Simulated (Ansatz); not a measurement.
Turn this script for Ansatz 0.2.0 through its Python package into the input file that the command-line program reads.

The script, `deck_cro2.py`:
```python
# -*- coding: utf-8 -*-
"""CrO2 from an input typed as a mapping."""

import json
import warnings

import ansatz as az
import numpy as np


def main():
    warnings.simplefilter("ignore", az.DeckWarning)

    settings = {
        "crystal": {
            "lattice": [[4.448051, 0.0, 0.0], [0.0, 4.529235, 0.0], [0.0, 0.0, 2.985964]],
            "atoms": [
                {"symbol": "Cr", "position": [0.5, 0.5, 0.5], "spin": 3.0},
                {"symbol": "Cr", "position": [0.0, 0.0, 0.0], "spin": -3.0},
                {"symbol": "O", "position": [0.792969, 0.189817, 0.5]},
                {"symbol": "O", "position": [0.207031, 0.810183, 0.5]},
                {"symbol": "O", "position": [0.707031, 0.689817, 0.0]},
                {"symbol": "O", "position": [0.292969, 0.310183, 0.0]},
            ],
        },
        "magnetization": {"spin_polarized": True},
        "kpoints": {"mp_grid": {"grid": [5, 5, 8]}},
        "hamiltonian": {"xc": "lda"},
        "scf": {"occupations": {"method": "cold", "width": 0.05}},
        "output": {"forces": True, "stress": True},
    }

    res = az.Session.from_dict(settings).plan().execute()
    r = res.report

    print(f"free energy      {r['free_energy_ev']:.5f} eV")
    print(f"per atom         {r['free_energy_ev'] / len(res.lattice.sites):.5f} eV")
    print(f"SCF iterations   {r['n_iterations']}  (converged: {r['converged']})")

    # forces in eV per angstrom
    print("forces (eV/A)")
    for site, force in zip(res.lattice.sites, r["forces_ev_ang"]):
        print(f"  {site.symbol:2s} {force[0]:9.4f} {force[1]:9.4f} {force[2]:9.4f}")

    # the stress is positive in compression
    sigma = r["stress_gpa"]
    voigt = [sigma[0][0], sigma[1][1], sigma[2][2], sigma[1][2], sigma[0][2], sigma[0][1]]
    print("stress xx yy zz yz xz xy (GPa, compression positive):", " ".join(f"{s:.3f}" for s in voigt))
    print("P =", round(10 * float(np.mean(voigt[:3])), 2), "kbar")

    print("site moments (muB):", [round(m, 2) for m in r["site_moments_mub"]])
    print("electrons up, down:", [round(n, 3) for n in r["spin_occupation_sums"]])

    keep = ["free_energy_ev", "energy_sigma0_ev", "fermi_energy_ev", "n_iterations", "converged", "magnetization_mub", "n_kpoints"]
    with open("cro2.json", "w") as handle:
        json.dump({key: r[key] for key in keep}, handle, indent=1)


if __name__ == "__main__":
    main()
```

```console
$ python deck_cro2.py
free energy      -8867.88583 eV
per atom         -1477.98097 eV
SCF iterations   14  (converged: True)
forces (eV/A)
  Cr    0.0000    0.0000    0.0000
  Cr    0.0000    0.0000    0.0000
  O     0.5059   -0.3422    0.0000
  O    -0.5059    0.3422    0.0000
  O    -0.5059   -0.3422    0.0000
  O     0.5059    0.3422    0.0000
stress xx yy zz yz xz xy (GPa, compression positive): -22.088 -22.371 -32.959 0.000 0.000 -0.000
P = -258.06 kbar
site moments (muB): [1.5, -1.5, 0.02, 0.02, -0.02, -0.02]
electrons up, down: [26.0, 26.0]
```

`input.yaml`:
```yaml
crystal:
  lattice:
    - [4.448051, 0.0, 0.0]
    - [0.0, 4.529235, 0.0]
    - [0.0, 0.0, 2.985964]
  atoms:
    - { symbol: Cr, position: [0.5, 0.5, 0.5], spin: 3.0 }
    - { symbol: Cr, position: [0.0, 0.0, 0.0], spin: -3.0 }
    - { symbol: O, position: [0.792969, 0.189817, 0.5] }
    - { symbol: O, position: [0.207031, 0.810183, 0.5] }
    - { symbol: O, position: [0.707031, 0.689817, 0.0] }
    - { symbol: O, position: [0.292969, 0.310183, 0.0] }
magnetization:
  spin_polarized: true
kpoints:
  mp_grid:
    grid: [5, 5, 8]
hamiltonian:
  xc: lda
scf:
  occupations:
    method: cold
    width: 0.05
output:
  forces: true
  stress: true
```

Absolute energies stand on the zero of these potentials, so only differences at equal settings mean something. Other magnetic orders than the one started from may lie lower. The mesh is modest for a metal, so energies can be off by several to tens of meV an atom and pressures by half a GPa or more; differences at equal mesh fare better. Without a Hubbard U or exact exchange, semilocal functionals often make such 3d compounds metallic or too weakly gapped. At these settings the cell as given stands under about -26 GPa, so it isn't at this functional's equilibrium volume. This cell is a computed structure, which may not be the phase found in nature. Finished in 19 s on 1 thread of Intel(R) Xeon(R) Platinum 8259CL CPU @ 2.50GHz (Skylake/Cascade Lake), on a shared host, peak memory 0.58 GiB.

(A comment or docstring line of the script was reworded after the run, the code is as it ran; lines on the test bed's own set-up are left out of the output.)
